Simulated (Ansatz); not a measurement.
# TiSi6Mo2: the cost of one run

Computed with Ansatz 0.2.0 (DFT r2SCAN, scalar-relativistic, plane waves, PAW, unless a step's input says otherwise).

## 1. The starting structure

Symmetry: C222, No. 21, orthorhombic system. Conventional cell: a = 4.712 Å, b = 8.090 Å, c = 6.487 Å, α = 90.00°, β = 90.00°, γ = 90.00°. Ti (site symmetry 222) has 10 Si at 2.56 to 2.77 Å as nearest neighbours. Si (site symmetry 2) has 5 Si at 2.51 to 2.79 Å and 2 Mo at 2.57 Å and 3 Ti at 2.68 to 2.77 Å as nearest neighbours. Si (site symmetry 1) has 5 Si at 2.51 to 2.77 Å and 1 Ti at 2.56 Å and 4 Mo at 2.57 to 2.75 Å as nearest neighbours. Mo (site symmetry 2) is surrounded by 10 Si at 2.57 to 2.75 Å.

Structure file:

```cif
data_structure
_symmetry_space_group_name_H-M 'C222'
_symmetry_Int_Tables_number 21
_cell_length_a 4.7120
_cell_length_b 8.0899
_cell_length_c 6.4871
_cell_angle_alpha 90.000
_cell_angle_beta 90.000
_cell_angle_gamma 90.000
_cell_volume 247.28
loop_
_atom_site_label
_atom_site_type_symbol
_atom_site_symmetry_multiplicity
_atom_site_Wyckoff_symbol
_atom_site_fract_x
_atom_site_fract_y
_atom_site_fract_z
_atom_site_occupancy
Ti1 Ti 2 c 0.50000 0.00000 0.50000 1
Si1 Si 4 h 0.50000 0.34226 0.50000 1
Si2 Si 8 l 0.24228 0.08230 0.16883 1
Mo1 Mo 4 k 0.25000 0.75000 0.16810 1
```

The structure comes from the Materials Project (structure only).

## 2. Self-consistent density

Input file input.yaml:

```yaml
crystal:
  lattice:
    - [2.355978, -4.044952, 0.0]
    - [2.355978, 4.044952, 0.0]
    - [0.0, 0.0, 6.487054]
  atoms:
    - { symbol: Ti, position: [0.5, 0.5, 0.5] }
    - { symbol: Si, position: [0.157742, 0.842258, 0.5] }
    - { symbol: Si, position: [0.159973, 0.324583, 0.168826] }
    - { symbol: Si, position: [0.675417, 0.840027, 0.831174] }
    - { symbol: Si, position: [0.842258, 0.157742, 0.5] }
    - { symbol: Si, position: [0.840027, 0.675417, 0.168826] }
    - { symbol: Si, position: [0.324583, 0.159973, 0.831174] }
    - { symbol: Mo, position: [0.5, 0.0, 0.168105] }
    - { symbol: Mo, position: [0.0, 0.5, 0.831895] }
basis:
  ecutwfc: 500
  fft_grid_basis: typed
kpoints:
  mp_grid: { grid: [8, 8, 6] }
hamiltonian:
  xc: r2scan
  pseudopotentials: { kind: paw }
scf:
  occupations: { method: gaussian, width: 0.05 }
output:
  forces: true
  stress: true
  eigenvalues: true
  bader: true
  write_density: true
  volumetric_format: npy
  elf: true
```

Launch:

```console
$ ansatz run input.yaml --threads 2 --pin off --max-ram 4096MiB --backend cpu --events-out ev --progress --plain --runs-dir out
```

**Question.** How long does this run take on 2 threads of Arm Neoverse N1, shared host, and how much memory does it need?

About 3 min, with a peak of 0.83 GiB.
